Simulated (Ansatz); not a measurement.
# SnCl in Ansatz: convergence with k mesh

SnCl:

```
CELL_PARAMETERS angstrom
3.49755 0.00000 0.00000
-1.74877 3.02896 0.00000
0.00000 0.00000 10.06221
ATOMIC_POSITIONS crystal
Sn 0.66667 0.33333 0.82051
Sn 0.33333 0.66667 0.32051
Cl 0.66667 0.33333 0.55449
Cl 0.33333 0.66667 0.05449
```

The cell comes from a database or a generator and needn't be the stable form of this composition.

* Program: Ansatz 0.2.0
* Task: convergence study
* Functional: PBE
* Potentials or basis: SPMS NC
* Cutoff: 544 eV (not typed: the program's choice for these potentials)
* k mesh: 3 × 3 × 1
* Occupations: cold, width 0.05 eV
* Spin: no spin polarisation

These are the settings of the first run; the series varies k mesh, with any setting tied to it.

Hardware: 2 threads of Arm Neoverse V1, with other jobs on the host.

| k mesh | energy less the tightest run, at zero smearing (meV/atom) | pressure (GPa) | largest force (eV/Å) | SCF cycles | CPU time (s) | peak memory (GiB) |
| --- | --- | --- | --- | --- | --- | --- |
| 3 × 3 × 1 | 311.94 | 1.44 | 0.006 | 9 | 1.4 | 0.28 |
| 4 × 4 × 2 | 31.43 | 0.53 | 0.066 | 8 | 2.6 | 0.29 |
| 5 × 5 × 2 | -23.37 | -0.29 | 0.100 | 8 | 3.6 | 0.29 |
| 6 × 6 × 2 | 3.09 | -0.14 | 0.086 | 9 | 4.9 | 0.3 |
| 8 × 8 × 3 | -2.04 | -0.06 | 0.075 | 8 | 7.4 | 0.31 |
| 10 × 10 × 3 | -0.20 | -0.11 | 0.071 | 8 | 10 | 0.33 |
| 12 × 12 × 4 | 0.70 | -0.11 | 0.073 | 8 | 19 | 0.38 |
| 14 × 14 × 5 | 0.00 | -0.13 | 0.077 | 8 | 25 | 0.4 |

Against the tightest run, the energy stays within 1 meV/atom from 10 × 10 × 3 on; the pressure stays within 0.1 GPa from 6 × 6 × 2 on; the largest force stays within 0.005 eV/Å from 12 × 12 × 4 on. Meshes of other sizes hit other points, so gaps and Fermi surfaces needn't settle smoothly. The tightest run that finished is the yardstick and may itself not be fully converged.
